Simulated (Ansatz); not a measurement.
**SiH2Me(NEt2) (C₅H₁₅NSi): geometry, orbitals and charge**

Aim: characterise SiH2Me(NEt2) (C₅H₁₅NSi) as a singlet: its structure, frontier levels and distribution of charge.

Computed with Ansatz 0.2.0, Gaussian basis. Level: RKS PBE0-D4/def2-TZVP.

The runs, in order: relaxation at PBE-D4/def2-SVP; a single point at PBE0-D4/def2-TZVP.

5 further runs of the same task are left out: 1 that didn't finish, 4 set aside as unsound or not needed.

### Step 1. The system as given

22 atoms, charge 0, spin multiplicity 1.

Atoms are counted from 1 here; the program's logs count them from 0.

Bond lengths: Si1–H2 1.466 Å, Si1–H3 1.470 Å, Si1–C4 1.907 Å, Si1–N8 1.719 Å, C4–H5 1.086 Å, C4–H6 1.087 Å, C4–H7 1.088 Å, N8–C9 1.443 Å, N8–C11 1.446 Å, C9–C10 1.530 Å, C9–H13 1.092 Å, C9–H14 1.095 Å, C10–H15 1.087 Å, C10–H16 1.088 Å, C10–H17 1.087 Å, C11–C12 1.529 Å, C11–H18 1.096 Å, C11–H19 1.092 Å and more. Angles: H2–Si1–H3 111.3°, H2–Si1–C4 109.9°, H2–Si1–N8 106.0°, H3–Si1–C4 108.3°, H3–Si1–N8 107.4°, C4–Si1–N8 114.1°, Si1–C4–H5 111.1°, Si1–C4–H6 111.9°, Si1–C4–H7 111.5°, H5–C4–H6 107.4°, H5–C4–H7 107.4°, H6–C4–H7 107.3°, Si1–N8–C9 123.0°, Si1–N8–C11 121.2°, C9–N8–C11 115.3°, N8–C9–C10 112.9°, N8–C9–H13 108.5°, N8–C9–H14 109.3° and more.

As a file:

```
atom     x (Å)     y (Å)     z (Å)
 Si1   0.97445   1.23413   0.65561
  H2   0.99260   1.20268   2.12093
  H3   2.33725   1.25979   0.10573
  C4   0.05721   2.79311   0.05228
  H5   0.61165   3.69395   0.29949
  H6  -0.92846   2.88404   0.50234
  H7  -0.08006   2.78181  -1.02677
  N8   0.24855  -0.24354   0.15993
  C9  -0.67142  -0.98484   0.98874
 C10  -2.12118  -0.52270   0.82905
 C11   0.39048  -0.73155  -1.19328
 C12   1.42461  -1.85365  -1.29307
 H13  -0.37299  -0.86202   2.03229
 H14  -0.60089  -2.04973   0.74346
 H15  -2.20929   0.52047   1.12093
 H16  -2.44279  -0.61872  -0.20560
 H17  -2.77986  -1.12150   1.45340
 H18  -0.57608  -1.09159  -1.56407
 H19   0.70337   0.09418  -1.83567
 H20   2.39230  -1.49006  -0.95831
 H21   1.14016  -2.69538  -0.66683
 H22   1.51039  -2.19888  -2.32057
```

The start is a GFN2-xTB geometry.

### Step 2. Relaxation at PBE-D4/def2-SVP

File in.yaml:

```yaml
crystal:
  periodic: [false, false, false]
  atoms:
    - {symbol: Si, position_ang: [0.974450, 1.234130, 0.655610]}
    - {symbol: H, position_ang: [0.992600, 1.202680, 2.120930]}
    - {symbol: H, position_ang: [2.337250, 1.259790, 0.105730]}
    - {symbol: C, position_ang: [0.057210, 2.793110, 0.052280]}
    - {symbol: H, position_ang: [0.611650, 3.693950, 0.299490]}
    - {symbol: H, position_ang: [-0.928460, 2.884040, 0.502340]}
    - {symbol: H, position_ang: [-0.080060, 2.781810, -1.026770]}
    - {symbol: N, position_ang: [0.248550, -0.243540, 0.159930]}
    - {symbol: C, position_ang: [-0.671420, -0.984840, 0.988740]}
    - {symbol: C, position_ang: [-2.121180, -0.522700, 0.829050]}
    - {symbol: C, position_ang: [0.390480, -0.731550, -1.193280]}
    - {symbol: C, position_ang: [1.424610, -1.853650, -1.293070]}
    - {symbol: H, position_ang: [-0.372990, -0.862020, 2.032290]}
    - {symbol: H, position_ang: [-0.600890, -2.049730, 0.743460]}
    - {symbol: H, position_ang: [-2.209290, 0.520470, 1.120930]}
    - {symbol: H, position_ang: [-2.442790, -0.618720, -0.205600]}
    - {symbol: H, position_ang: [-2.779860, -1.121500, 1.453400]}
    - {symbol: H, position_ang: [-0.576080, -1.091590, -1.564070]}
    - {symbol: H, position_ang: [0.703370, 0.094180, -1.835670]}
    - {symbol: H, position_ang: [2.392300, -1.490060, -0.958310]}
    - {symbol: H, position_ang: [1.140160, -2.695380, -0.666830]}
    - {symbol: H, position_ang: [1.510390, -2.198880, -2.320570]}
basis:
  gaussian: {orbitals: def2-SVP}
hamiltonian: {xc: pbe, dispersion: d4}
scf: {lower_state_search: "off"}
output: {orbitals: {seedname: orbitals}}
relax: {f_tol: 0.02, max_steps: 100}
```

On the command line:

```bash
$ ansatz run in.yaml --threads 4 --pin off --events-out ev --progress --plain --max-ram 4787MiB
```

Further steps of the session: Single point, PBE0-D4/def2-TZVP.

Before running them: what should the planned runs give, taken together? Wanted: point group; commonest bond, hydrogen aside; HOMO, LUMO at PBE0-D4/def2-TZVP; dipole at PBE-D4/def2-SVP.

As calculated:

| quantity | value |
| --- | --- |
| point group | C1 |
| commonest bond, hydrogen aside | C–C, 2 of mean length 1.534 Å |
| HOMO, LUMO at PBE0-D4/def2-TZVP | -6.13, 0.83 eV |
| dipole at PBE-D4/def2-SVP | 0.95 D |

**Reading.** The molecule keeps its bonding pattern by the stored test; the atoms moved 0.18 Å (rms). No usable vibrations, so a minimum isn't proven. The HOMO lies nearest to N8 59 % and the LUMO to H2, H19 about 10 % each; 4 H atoms about 7 % each. The point group is read from a loosely relaxed geometry; soft torsions can leave it below the true symmetry.
